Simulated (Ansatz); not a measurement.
**C₂H₆F₃GeN: one species, many methods**

An exercise on one series of results from a longer session: the logs are not shown, and one member is left open.

Computed with Ansatz 0.2.0, Gaussian basis. Level: functionals in def2-TZVPP, the program's frozen cores in correlated methods.

The runs, in order: LDA (SPW92), PBE-D4, revPBE-D4, BLYP-D4, r2SCAN-D4, B97M-V, PBE0-D4, B3LYP-D4, r2SCANh-D4, r2SCAN0-D4, HSE06-D4, BHLYP-D4, CAM-B3LYP-D4, LC-ωPBE, ωB97X-V, ωB97M-V, B2PLYP, PBE-QIDH; CCSD(T)/def2-SVP; CCSD(T)/def2-TZVPP; MP2/def2-QZVPP; extrapolation to the limit; RPA on PBE.

### Structure used throughout

An earlier PBE0-D4 in a triple-zeta def2 set relaxation fixed the geometry.

SMILES `C[N](C)[Ge]([F])([F])[F]`, 13 atoms, charge 0, spin multiplicity 1.

Atoms are counted from 1 here; the program's logs count them from 0.

Bond lengths: C1–N2 1.448 Å, C1–H8 1.098 Å, C1–H9 1.095 Å, C1–H10 1.091 Å, N2–C3 1.448 Å, N2–Ge4 1.777 Å, C3–H11 1.095 Å, C3–H12 1.091 Å, C3–H13 1.098 Å, Ge4–F5 1.708 Å, Ge4–F6 1.708 Å, Ge4–F7 1.715 Å. Angles: N2–C1–H8 112.4°, N2–C1–H9 109.5°, N2–C1–H10 110.7°, H8–C1–H9 108.1°, H8–C1–H10 108.5°, H9–C1–H10 107.6°, C1–N2–C3 115.2°, C1–N2–Ge4 120.2°, C3–N2–Ge4 120.1°, N2–C3–H11 109.5°, N2–C3–H12 110.7°, N2–C3–H13 112.4°, H11–C3–H12 107.6°, H11–C3–H13 108.1°, H12–C3–H13 108.5°, N2–Ge4–F5 110.3°, N2–Ge4–F6 110.3°, N2–Ge4–F7 117.7° and more.

Set-up of the first run:

The input, in.yaml:

```yaml
crystal:
  periodic: [false, false, false]
  atoms:
    - {symbol: C, position_ang: [-0.812792, -0.212958, 1.257136]}
    - {symbol: N, position_ang: [0.153164, -0.021181, 0.196044]}
    - {symbol: C, position_ang: [0.904688, -1.202236, -0.172855]}
    - {symbol: Ge, position_ang: [-0.050852, 1.305950, -0.967190]}
    - {symbol: F, position_ang: [1.416437, 1.603454, -1.789875]}
    - {symbol: F, position_ang: [-0.541326, 2.730025, -0.161149]}
    - {symbol: F, position_ang: [-1.208542, 1.099298, -2.215937]}
    - {symbol: H, position_ang: [-1.576980, -0.956975, 0.996860]}
    - {symbol: H, position_ang: [-0.298983, -0.555783, 2.161662]}
    - {symbol: H, position_ang: [-1.312538, 0.726826, 1.497063]}
    - {symbol: H, position_ang: [1.459797, -1.568886, 0.697270]}
    - {symbol: H, position_ang: [1.630469, -0.968344, -0.953270]}
    - {symbol: H, position_ang: [0.257956, -2.013890, -0.530961]}
basis:
  gaussian: {orbitals: def2-TZVPP}
hamiltonian: {xc: lda}
output: {orbitals: {seedname: orbitals}}
```

Started as:

```console
$ ansatz run in.yaml --threads 2 --pin off --events-out ev --progress --plain --max-ram 32768MiB --backend cuda --devices 0, --max-vram 18GiB
```

Among the steps run: LDA; PBE-D4 (GGA); revPBE-D4 (GGA); BLYP-D4 (GGA); r2SCAN-D4 (meta-GGA); B97M-V (meta-GGA); PBE0-D4 (hybrid); B3LYP-D4 (hybrid); r2SCANh-D4 (hybrid); r2SCAN0-D4 (hybrid); HSE06-D4 (hybrid); BHLYP-D4 (hybrid); CAM-B3LYP-D4 (range-separated); LC-ωPBE (range-separated); ωB97X-V (range-separated); ωB97M-V (range-separated); B2PLYP (double hybrid); PBE-QIDH (double hybrid).

One of the session's tables, all rows but one given; the rest of the session is left out.

It belongs to the step «Frontier levels by functional». 

| functional | HOMO (eV) | gap (eV) |
| --- | --- | --- |
| LDA (SPW92) | -6.17 | 4.22 |
| PBE-D4 | -6.02 | 4.45 |
| revPBE-D4 | -5.96 | 4.56 |
| BLYP-D4 | -5.93 | 4.38 |
| r2SCAN-D4 | -6.30 | 5.11 |
| B97M-V | -6.43 | 5.15 |
| PBE0-D4 | ? | ? |
| B3LYP-D4 | -7.23 | 6.40 |
| r2SCANh-D4 | -6.83 | 6.04 |
| r2SCAN0-D4 | -7.63 | 7.43 |
| HSE06-D4 | -7.03 | 6.22 |
| BHLYP-D4 | -8.80 | 9.41 |
| CAM-B3LYP-D4 | -8.86 | 9.43 |
| LC-ωPBE | -10.20 | 12.21 |
| ωB97X-V | -9.85 | 11.69 |
| ωB97M-V | -9.77 | 11.36 |

Estimate the missing values for PBE0-D4.

As computed: HOMO (eV): -7.44; gap (eV): 7.00. In the column «HOMO (eV)» it lies between r2SCAN0-D4 (-7.63) and B3LYP-D4 (-7.23).
